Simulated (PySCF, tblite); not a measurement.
# C8H9FO: geometry, infrared bands, NMR shifts and electronic excitations

Wanted: the infrared bands, NMR shifts and electronic excitations of C8H9FO (`COCc1ccc(F)cc1`), by calculation.

The runs use tblite 0.8.0 and PySCF 2.14.0, with density-fitted response routines of our own; the level of theory stands in each step. All values are computed, except where a source is named. Atoms are numbered from 0 throughout.

## (1) The molecule as given

19 atoms, charge 0, multiplicity 1; geometry from: force field or distance geometry start.

Bonds of the start (Å): C0–O1 1.38, O1–C2 1.38, C2–C3 1.49, C3–C4 1.36, C4–C5 1.40, C5–C6 1.39, C6–F7 1.35, C6–C8 1.40, C8–C9 1.38, C9–C3 1.41, C0–H10 1.12, C0–H11 1.11, C0–H12 1.13, C2–H13 1.10, C2–H14 1.12, C4–H15 1.10, C5–H16 1.07, C8–H17 1.09, C9–H18 1.10.

## (2) Geometry optimisation with GFN2-xTB

What the job is given:

```
{"job": {"kind": "relax", "xc": "GFN2-xTB", "basis": "xTB"}, "charge": 0, "multiplicity": 1}
C      2.314000     0.825100    -0.411300
O      2.214300     0.262900     0.842400
C      1.419800    -0.864700     0.781100
C      0.059400    -0.472500     0.307900
C     -0.346200    -0.484400    -0.993700
C     -1.652800    -0.105000    -1.339900
C     -2.560200     0.284400    -0.362900
F     -3.820200     0.654500    -0.671900
C     -2.133000     0.276300     0.970700
C     -0.850300    -0.096200     1.312800
H      2.719700     0.125300    -1.181300
H      1.322900     1.233600    -0.702700
H      3.035400     1.683300    -0.316000
H      1.411800    -1.312700     1.788400
H      1.829400    -1.595200     0.037900
H      0.359800    -0.783400    -1.777400
H     -1.953800    -0.106300    -2.364700
H     -2.868400     0.578500     1.715400
H     -0.511500    -0.094300     2.357800
```

On the command line:

```
OMP_NUM_THREADS=1 python probes_run.py task.json out
```

One launch serves the whole session: the jobs run in the order shown.

**Question.** This job is followed by: GFN2-xTB harmonic vibrations, gas phase; PBE0-D3(BJ)/def2-SVP geometry optimisation, gas phase; GIAO PBE0/pcSseg-1 NMR shielding, non-relativistic, gas phase; TDDFT CAM-B3LYP/def2-SVPD, vertical, gas phase, core orbitals frozen in the response; GIAO B97-2/pcSseg-1 NMR shielding, non-relativistic, gas phase. What will the session give for the following? strongest single infrared mode (GFN2-xTB); zero-point energy (GFN2-xTB); point group; rotational constants (main isotopes); ¹³C shifts against TMS (PBE0/pcSseg-1, means over atoms taken as alike); ¹H shifts against TMS (PBE0/pcSseg-1, means over atoms taken as alike); ¹⁷O shifts against H2O (PBE0/pcSseg-1); ¹⁹F shifts against CFCl3 (PBE0/pcSseg-1); lowest singlet (CAM-B3LYP/def2-SVPD); brightest single state of those computed; lowest triplet; vertical ionisation energy (ΔSCF); range of the shift of C6.

**Answer**, as computed:

| quantity | value |
| --- | --- |
| strongest single infrared mode (GFN2-xTB) | 1485 cm⁻¹, 80 km/mol |
| zero-point energy (GFN2-xTB) | 93.1 kcal/mol |
| point group | C1 |
| rotational constants (main isotopes) | 3.45, 0.71, 0.65 GHz |
| ¹³C shifts against TMS (PBE0/pcSseg-1, means over atoms taken as alike) | 170.0, 139.6, 134.6, 120.6, 75.1, 56.4 ppm |
| ¹H shifts against TMS (PBE0/pcSseg-1, means over atoms taken as alike) | 7.48, 7.14, 4.38, 3.07 ppm |
| ¹⁷O shifts against H2O (PBE0/pcSseg-1) | 23.9 ppm |
| ¹⁹F shifts against CFCl3 (PBE0/pcSseg-1) | -112.7 ppm |
| lowest singlet (CAM-B3LYP/def2-SVPD) | 5.30 eV (234 nm), f = 0.014 |
| brightest single state of those computed | state 4, 6.95 eV, f = 0.502 |
| lowest triplet | 4.03 eV |
| vertical ionisation energy (ΔSCF) | 9.02 eV |
| range of the shift of C6 | 166.8 to 170.0 ppm |

The optimisation took 140 steps and gained 0.348 eV; among the close pairs (by a distance rule), C0–H12 changed most, from 1.125 to 1.088 Å (GFN2-xTB). No mode is imaginary among the 51: a minimum at this level. The strongest single mode, at 1485 cm⁻¹, has its largest shares on C6, C3, C8 and C5 (the list is cut at 4 atoms). Unscaled tight-binding wavenumbers are off by several per cent, some by more. Its intensities can rank the bands wrongly. The optimisation took 7 steps and gained 0.168 eV; among the close pairs (by a distance rule), C2–C3 changed most, from 1.461 to 1.511 Å (PBE0/def2-SVP). NICS(1)zz of -27 ppm above the planar ring from C3 marks a diatropic (aromatic) ring current. The first singlet state (HOMO→LUMO 0.70, HOMO−1→LUMO+1 0.25) lies at 5.30 eV and is weak; of the 10 states computed, the strongest absorption comes from states 4 to 5 together at 6.95 eV. The lowest triplet lies 1.27 eV below the lowest singlet (triplets in Tamm-Dancoff, singlets in full TDDFT). ΔSCF puts the ionisation energy at 9.02 eV, 0.68 eV above −ε(HOMO). In ppm, C6 moves most: its shift spreads over 3.2 ppm, from 166.8 (B97-2/pcSseg-1) to 170.0 (PBE0/pcSseg-1).
